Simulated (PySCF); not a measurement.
# Br2 (bromine): levels of theory compared

We compute a comparison of 4 runs (B2PLYP/aug-cc-pVTZ, B3LYP/aug-cc-pVTZ, PBE/aug-cc-pVTZ, CCSD(T)/aug-cc-pVTZ) of Br2 (bromine). The job is set up through a Python script.

The results are computed with PySCF 2.14.0.

1 further run of the same task is left out (set aside as unsound or not needed).

**1. The molecule**

Br2 has 2 atoms, charge 0, and is taken as a singlet. As SMILES, `BrBr`. The Br1–Br2 distance was set to 2.966 Å, away from the relaxed value.

Bond lengths: Br1–Br2 2.966 Å.

**2. The energy at B2PLYP/aug-cc-pVTZ (run 1)**

Input file job.py:

```python
from pyscf import gto, dft, mp

mol = gto.M(
    atom=[
    ('Br', (1.556768, -0.520624, 0.797632)),
    ('Br', (-0.972980, 0.325390, -0.498520)),
],
    max_memory=1860,
    spin=0,
    verbose=3,
    basis='aug-cc-pvtz',
)

mf = dft.RKS(mol, xc='0.53*HF + 0.47*B88, 0.73*LYP')
mf.grids.level = 5
mf.conv_tol = 1e-10
mf.kernel()
if not mf.converged:
    mf = mf.newton().run(mf.mo_coeff, mf.mo_occ)

pt = mp.MP2(mf, frozen=18).run()
e_tot = mf.e_tot + 0.27 * pt.e_corr
print('PT2 part  %.8f' % (0.27 * pt.e_corr))
print('E(%s) = %.9f' % ('B2PLYP', e_tot))
```

Started as:

```bash
$ OMP_NUM_THREADS=1 python job.py
```

Log:

```text
converged SCF energy = -5147.39676629052
E(RMP2) = -5147.97662930689  E_corr = -0.579863016366826
E(SCS-RMP2) = -5147.95419448508  E_corr = -0.557428194559577
PT2 part  -0.15656301
E(B2PLYP) = -5147.553329305
```

Wall time 15 s (1 thread of Arm Neoverse V1, shared host); peak memory 0.62 GiB.

**3. The energy at B3LYP/aug-cc-pVTZ (run 2)**

Input file job.py:

```python
from pyscf import gto, dft

molecule = gto.M(
    atom='Br 1.556768 -0.520624 0.797632; Br -0.972980 0.325390 -0.498520',
    verbose=3,
    max_memory=1860,
    charge=0,
    basis='aug-cc-pvtz',
)

mf = dft.RKS(molecule, xc='b3lyp')
mf.conv_tol = 1e-10
mf.grids.level = 5
mf.kernel()
if not mf.converged:
    mf = mf.newton().run(mf.mo_coeff, mf.mo_occ)

energy = mf.e_tot
print(f'total energy: {energy:.8f} hartree')
```

Started as:

```bash
$ OMP_NUM_THREADS=1 python job.py
```

Log:

```text
converged SCF energy = -5148.4056861918
total energy: -5148.40568619 hartree
```

Wall time 14 s (1 thread of Arm Neoverse V1, shared host); peak memory 0.62 GiB.

Run 3 isn't shown in full; the table further down has it.

**4. The energy at CCSD(T)/aug-cc-pVTZ (run 4)**

Input file calc.py:

```python
from pyscf import gto, cc

system = gto.M(
    atom=[
    ('Br', (1.556768, -0.520624, 0.797632)),
    ('Br', (-0.972980, 0.325390, -0.498520)),
],
    max_memory=1860,
    verbose=3,
    basis='aug-cc-pvtz',
    spin=0,
)

hf = system.RHF()
hf.conv_tol = 1e-10
hf.kernel()
if not hf.converged:
    hf = hf.newton().run(hf.mo_coeff, hf.mo_occ)

mycc = cc.CCSD(hf, frozen=18)
mycc.kernel()
e_t = mycc.ccsd_t()
energy = mycc.e_tot + e_t
print('E = %.10f Eh' % energy)
```

Started as:

```bash
$ OMP_NUM_THREADS=1 python calc.py
```

Log:

```text
converged SCF energy = -5144.84718015103
E(CCSD) = -5145.34314589734  E_corr = -0.4959657463133424
CCSD(T) correction = -0.0266832196677039
E = -5145.3698291170 Eh
```

Wall time 2.7 min (1 thread of Arm Neoverse V1, shared host); peak memory 0.98 GiB.

**5. The series**

```tsv
run	level	frozen core orbitals	integration grid	energy (Eh)	dipole moment (D) of the reference	HOMO energy (eV)	LUMO energy (eV)	wall time
1	B2PLYP/aug-cc-pVTZ	18	5	-5147.553329	0.00	-10.00	-5.27	15 s
2	B3LYP/aug-cc-pVTZ	–	5	-5148.405686	0.00	-8.60	-6.60	14 s
3	PBE/aug-cc-pVTZ	–	5	-5147.578831	0.00	-7.53	-7.13	13 s
4	CCSD(T)/aug-cc-pVTZ	18	–	-5145.369829	0.00	-11.98	-3.26	2.7 min
```

**6. Results**

| quantity | value |
| --- | --- |
| run 4: total energy | -5145.36983 Eh |
| run 4: dipole moment (Hartree–Fock density) | 0.00 D |
| run 4: HOMO energy (Hartree–Fock orbitals) | -11.98 eV |
| run 4: LUMO energy (Hartree–Fock orbitals) | -3.26 eV |
| run 4: HOMO–LUMO gap (Hartree–Fock orbitals) | 8.72 eV |
| run 4: correlation energy (18 core orbitals frozen) | -522.6 mEh |
| run 4: (T) correction | -26.68 mEh |
| run 4: T1 diagnostic | 0.009 |

**Reading.** Over runs 1, 2, 3 the HOMO–LUMO gap runs from 0.40 eV (PBE/aug-cc-pVTZ) to 4.73 eV (B2PLYP/aug-cc-pVTZ). A double hybrid's value is that of its SCF part. Totals of different functionals can't be ranked against each other. All runs together took 3.4 min, the longest 2.7 min.
